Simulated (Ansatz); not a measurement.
# Tl₃Zn, space group Fm-3m: the spin response to a magnetic field

Program: the Python package of Ansatz (0.2.0).

Input file `tl3zn.vasp`:
```text
Tl3Zn
1.0
   0.00000000    3.83112600    3.83112600
   3.83112600    0.00000000    3.83112600
   3.83112600    3.83112600    0.00000000
Zn Tl
1 3
Direct
   0.00000000    0.00000000    0.00000000
   0.50000000    0.50000000    0.50000000
   0.25000000    0.25000000    0.25000000
   0.75000000    0.75000000    0.75000000
```

The cells in order, each with its output:

In [1]:
```python
import warnings

import ansatz as az
from ase.io import read
import numpy as np
```

In [2]:
```python
warnings.simplefilter("ignore", az.DeckWarning)
```

In [3]:
```python
atoms = read("tl3zn.vasp", format="vasp")
structure = az.Crystal.from_ase(atoms)
```

In [4]:
```python
len(structure.resolved().sites)
```
Out [4]:
```text
4
```

In [5]:
```python
calculation = (
    structure.calculation()
    .functional("lda")
    .pseudopotentials("nc")
    .kpoints(4, center="gamma")
    .occupations("fermi_dirac", width=0.3)
    .scf(tolerance=1e-09)
    .spin("collinear")
)
# the field acts on the spins alone; such large fields lift the response over the noise
rows = []
for tesla in [0, 250, 500]:
    report = (calculation.magnetic_field(tesla) if tesla else calculation).run().report
    rows.append((tesla, report["magnetization_mub"], report["free_energy_ev"], report["components"].get("e_zeeman", 0.0)))
for row in rows:
    print("; ".join(f"{name} = {round(v, 4) if isinstance(v, float) else v}" for name, v in zip(["B (T)", "moment muB", "F eV", "Zeeman term eV"], row)))
slope = np.polyfit([row[0] for row in rows], [row[1] for row in rows], 1)[0]
print(f"dM/dB = {1000 * slope:.4f} muB per 1000 T per cell")
```
```text
RunWarning: this spin-polarised run has no starting moment large enough to seed its density, so its SCF can try parallel moments of its own, which can die out, and starts no order whose moments cancel. Behind that start scf.lower_state_search: light tries no other order and makes no probe for moments, and off searches [...]
B (T) = 0; moment muB = 0.0; F eV = -10637.5126; Zeeman term eV = 0.0
B (T) = 250; moment muB = 0.0515; F eV = -10637.513; Zeeman term eV = -0.0007
B (T) = 500; moment muB = 0.1028; F eV = -10637.5141; Zeeman term eV = -0.003
dM/dB = 0.2056 muB per 1000 T per cell
```

Notes:
- The settings weren't tested for convergence.
- The mesh is modest for a metal, so energies can be off by several to tens of meV an atom and pressures by half a GPa or more; differences at equal mesh fare better.
- The smearing is wide enough that free energy and stress hold a thermal part of the electrons.
- Spin-orbit coupling, which matters for elements this heavy, is left out.
- This cell is a computed structure, which may not be the phase found in nature.
- Warnings are shown shortened and without file and line.
- Orbital magnetism is left out. The response of a metal hangs strongly on mesh and smearing, and a straight-line fit holds only where the moment is linear in the field.
- The script silences the warnings on its input, which a real study should read.
- It ran for 48 s on 1 thread of Intel(R) Xeon(R) Platinum 8488C (Sapphire Rapids), with other jobs on the host, peak memory 0.77 GiB.

(Lines on the test bed's own set-up are left out of the output.)
